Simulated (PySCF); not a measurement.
# [PbH2]2+: other functionals and bases at one geometry

One table from this session's results is given with a row withheld; the runs are named, their logs left out.

Method: several levels, as the steps say, no spin–orbit coupling; program: PySCF 2.14.0.

1 further run of the same task is left out (for a known fault of the program).

### Where the work starts

3 atoms, charge 2, spin multiplicity 1.

Bond lengths: Pb1–H2 1.741 Å, Pb1–H3 1.741 Å. Angles: H2–Pb1–H3 180.0°.

Coordinates:

```xyz
3
charge 2, multiplicity 1
Pb    0.0000    0.0000    0.5153
H     1.7405    0.0000    0.5153
H    -1.7405    0.0000    0.5153
```

Formal oxidation states: Pb +4. An earlier session relaxed this geometry at PBE0, Pb def2-SVP with ECP60, H def2-SVP (singlet, point group D∞h).

At PBE0 on the finer grid: E = -193.160377 Eh, HOMO -24.02 eV, LUMO -15.93 eV, Mulliken charge on Pb1 +1.48 e, largest force component 0.000 eV/Å. 

Levels to run: PBE; TPSSh; PBE0, TZVP. Hardware: 2 threads of Intel Xeon Platinum 8259CL at 2.50GHz (Skylake/Cascade Lake), shared host.

The first run:

Contents of run.py (the lines that set the calculation):

```python
mol = gto.M(atom='''
Pb     0.00000     0.00000     0.51532
H      1.74052     0.00000     0.51535
H     -1.74052     0.00000     0.51535''',
    basis={'Pb': 'def2-SVP', 'H': 'def2-SVP'},
    ecp={'Pb': 'def2-SVP'},
    charge=2, spin=0)
mf = dft.RKS(mol, xc='PBE')
mf.grids.atom_grid = (75, 302)
mf = mf.density_fit()  # fitting sets: Pb def2-universal-JKFIT, H def2-universal-JKFIT
mf.conv_tol = 1e-08; mf.max_cycle = 55
mf.kernel(dm0)  # dm0: the density of the relaxed state
```

Command:

```bash
$ OMP_NUM_THREADS=2 python run.py
```

Among the steps run: PBE; TPSSh; PBE0, TZVP.

One of the session's tables, all rows but one given; the rest of the session is left out.

```
              level  HOMO (eV)  gap (eV)  charge on Pb1 (e)  largest force component (eV/Å)
PBE0 (relaxed here)     -24.02      8.09               1.48                            0.00
                PBE     -22.95      6.06               1.49                            0.31
              TPSSh          ?         ?                  ?                               ?
         PBE0, TZVP     -24.03      8.08               1.34                            0.15
```

Q: Estimate the row for TPSSh from the others.

The run gave: HOMO (eV): -23.52; gap (eV): 7.20; charge on Pb1 (e): 1.51; largest force component (eV/Å): 0.04. In the column «HOMO (eV)» it lies between PBE0 (relaxed here) (-24.02) and PBE (-22.95).

In one basis the HOMO–LUMO gap runs from 6.06 eV (PBE) to 8.09 eV (PBE0). The largest leftover force, 0.31 eV/Å with PBE, stands at a geometry relaxed at another level. Total energies of different levels can't be compared.
